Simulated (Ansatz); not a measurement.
# Ga8CN7: the cost of one run

Program: Ansatz 0.2.0. Level of theory: DFT PBE, scalar-relativistic, plane waves, PAW. These are calculated values, not measurements.

The COD entry's cell or inner coordinates are ideal or old and differ from later refinements, so a difference from it is no clean test against experiment.

4 further runs of the same task are left out: 4 set aside as unsound or not needed.

**1. The structure to begin with**

It takes space group P6_3mc (No. 186, hexagonal). The conventional cell has a = 3.218 Å, b = 3.218 Å, c = 5.243 Å, α = 90.00°, β = 90.00°, γ = 120.00°. Ga (site symmetry 3m) has 4 N at 1.97 to 1.98 Å as nearest neighbours. Around N (site symmetry 3m) lie 4 Ga at 1.97 to 1.98 Å.

Structure file:

```cif
data_structure
_symmetry_space_group_name_H-M 'P6_3mc'
_symmetry_Int_Tables_number 186
_cell_length_a 3.2184
_cell_length_b 3.2184
_cell_length_c 5.2430
_cell_angle_alpha 90.000
_cell_angle_beta 90.000
_cell_angle_gamma 120.000
_cell_volume 47.03
loop_
_atom_site_label
_atom_site_type_symbol
_atom_site_symmetry_multiplicity
_atom_site_Wyckoff_symbol
_atom_site_fract_x
_atom_site_fract_y
_atom_site_fract_z
_atom_site_occupancy
Ga1 Ga 2 b 0.33333 0.66667 0.99913 1
N1 N 2 b 0.33333 0.66667 0.37587 1
```

This cell was relaxed beforehand with the same method: volume 11.76 Å³/atom, gap on the mesh 1.71 eV.

The host's static dielectric tensor, from an earlier linear-response run, has a mean of 10.89.

The perfect supercell (rows 0 0 -1; 0 -2 0; -2 0 0 in vectors of this cell) comes from an earlier run at this level (16 atoms, E(σ→0) -33343.3189 eV, gap 1.71 eV on its own mesh).

**2. Setting up the defect**

The atom at (0.624, 0.167, 0.333) of the supercell is replaced. The other atoms start on their ideal sites. Its neighbours are 3 Ga at 1.97 Å, 1 Ga at 1.98 Å.

**3. Charge state 0**

Input file input.yaml:

```yaml
crystal:
  lattice:
    - [0.0, 0.0, -5.2430305161]
    - [3.2184289158, -5.5744824027, 0.0]
    - [-6.4368578316, 0.0, 0.0]
  atoms:
    - { symbol: Ga, position: [0.0008683113, 0.1666666667, 0.3333333333], spin: 0.2 }
    - { symbol: Ga, position: [0.0008683113, 0.6666666667, 0.3333333333] }
    - { symbol: Ga, position: [0.0008683113, 0.1666666667, 0.8333333333] }
    - { symbol: Ga, position: [0.0008683113, 0.6666666667, 0.8333333333] }
    - { symbol: Ga, position: [0.5008683113, 0.3333333333, 0.1666666667], spin: 0.2 }
    - { symbol: Ga, position: [0.5008683113, 0.8333333333, 0.1666666667], spin: 0.2 }
    - { symbol: Ga, position: [0.5008683113, 0.3333333333, 0.6666666667], spin: 0.2 }
    - { symbol: Ga, position: [0.5008683113, 0.8333333333, 0.6666666667] }
    - { symbol: C, position: [0.6241316887, 0.1666666667, 0.3333333333], spin: 0.2 }
    - { symbol: "N", position: [0.6241316887, 0.6666666667, 0.3333333333] }
    - { symbol: "N", position: [0.6241316887, 0.1666666667, 0.8333333333] }
    - { symbol: "N", position: [0.6241316887, 0.6666666667, 0.8333333333] }
    - { symbol: "N", position: [0.1241316887, 0.3333333333, 0.1666666667] }
    - { symbol: "N", position: [0.1241316887, 0.8333333333, 0.1666666667] }
    - { symbol: "N", position: [0.1241316887, 0.3333333333, 0.6666666667] }
    - { symbol: "N", position: [0.1241316887, 0.8333333333, 0.6666666667] }
  host:
    lattice:
      - [3.2184289158, 0.0, 0.0]
      - [-1.6092144579, 2.7872412014, 0.0]
      - [0.0, 0.0, 5.2430305161]
    atoms:
      - { symbol: Ga, position: [0.3333333333, 0.6666666667, -0.0008683113] }
      - { symbol: Ga, position: [0.6666666667, 0.3333333333, 0.4991316887] }
      - { symbol: "N", position: [0.3333333333, 0.6666666667, 0.3758683113] }
      - { symbol: "N", position: [0.6666666667, 0.3333333333, 0.8758683113] }
basis:
  ecutwfc: 420
  xc_grid: 2
kpoints:
  mp_grid: { grid: [3, 3, 3], shift: [0.0, 0.0, 0.0] }
hamiltonian:
  xc: pbe
scf:
  occupations: { method: gaussian, width: 0.01 }
output:
  forces: true
  stress: false
  eigenvalues: true
  populations: true
  charged_corrections:
    defect_position: [0.62413169, 0.16666667, 0.33333333]
    epsilon: [[10.4942, 0.0, 0.0], [0.0, 10.4942, 0.0], [0.0, 0.0, 11.6904]]
magnetization:
  spin_polarized: true
relax:
  adjacent_minimum: "off"
  f_tol: 0.025
  max_steps: 45
```

On the command line:

```sh
ansatz run input.yaml --threads 2 --pin off --max-ram 5120MiB --backend cpu --events-out ev --progress --plain --runs-dir out
```

Q: Estimate wall time and peak memory on 2 threads of Intel Xeon at 2.10GHz (Emerald Rapids), shared host.

About 89 s, with a peak of 0.64 GiB.
